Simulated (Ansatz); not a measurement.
Predict the output of the script below (Ansatz's Python interface).

`run_edit.py`
```python
# -*- coding: utf-8 -*-
'''Editing single keys of the input for EuMg2H5.'''

import ansatz as az
import numpy as np
import pandas as pd

params = {
    'filling': 'Marzari-Vanderbilt',
    'xc': 'r2SCAN',
    'kmesh': (8, 8, 4),
}


def main():
    vectors = np.array([
        [3.687119, 0.0, 0.0],
        [0.0, 3.687119, 0.0],
        [0.0, 0.0, 7.73795],
    ])
    cell = (
        az.Lattice.of(vectors)
        .atom('Eu', (0.0, 0.0, 0.0))
        .atom('Mg', (0.5, 0.5, 0.293418))
        .atom('Mg', (0.5, 0.5, 0.706582))
        .atom('H', (0.5, 0.5, 0.0))
        .atom('H', (0.0, 0.5, 0.213634))
        .atom('H', (0.0, 0.5, 0.786366))
        .atom('H', (0.5, 0.0, 0.213634))
        .atom('H', (0.5, 0.0, 0.786366))
        .moments(Eu=7)
    )

    setup = (
        cell.calculation()
        .pseudopotentials('paw')
        .spin(az.SpinTreatment.COLLINEAR)
        .basis(14 * az.Ha)
        .eigensolver('davidson')
        .occupations(params['filling'], width=150 * az.meV)
        .functional(params['xc'])
        .kpoints(mesh=params['kmesh'])
        .band_table()
    )
    typed = setup.input()
    rows = []
    for value in [1, 2, 3]:
        edited = typed.set(az.key.basis.xc_grid, value)
        rep = az.Session.from_dict(edited).plan().execute().report
        rows.append((value, rep['free_energy_ev'], rep['n_iterations'], len(rep['eigenvalues_ev'][0]) if 'eigenvalues_ev' in rep else 0))
    print(pd.DataFrame(rows, columns=['xc grid', 'F eV', 'iterations', 'bands listed']).round(4).to_string(index=False))


if __name__ == '__main__':
    main()
```

```console
$ python run_edit.py
DeckWarning: basis.ecutwfc = 380.959407443832 eV is below the records' recommended 500 eV, and the density's cutoff is lower with it unless basis.ecutrho_ratio is high enough to keep the records' density cutoff: compare with a run at a higher cutoff
 xc grid        F eV  iterations  bands listed
       1 -12715.2267          28            33
       2 -12715.2270          29            33
       3 -12715.2270          30            33
```
(Warnings from the package without file and line, repeats left out.)

These settings explore the input space; cutoff and mesh may be short of convergence. The cutoff lies under the one recommended for these potentials. Open f shells: without a Hubbard U, without spin-orbit coupling; the state reached hangs on the start and needn't be the lowest. For a metal this k-point mesh is coarse: on a finer one energies can move by several to tens of meV an atom and pressures by half a GPa or more, differences at one mesh by less. r2SCAN tends to overestimate the moments of itinerant magnets. The structure comes from a database of computed cells and needn't be a stable or known phase. Finished in 3 min on 1 thread of Arm Neoverse V2, on a shared host, peak memory 0.65 GiB.
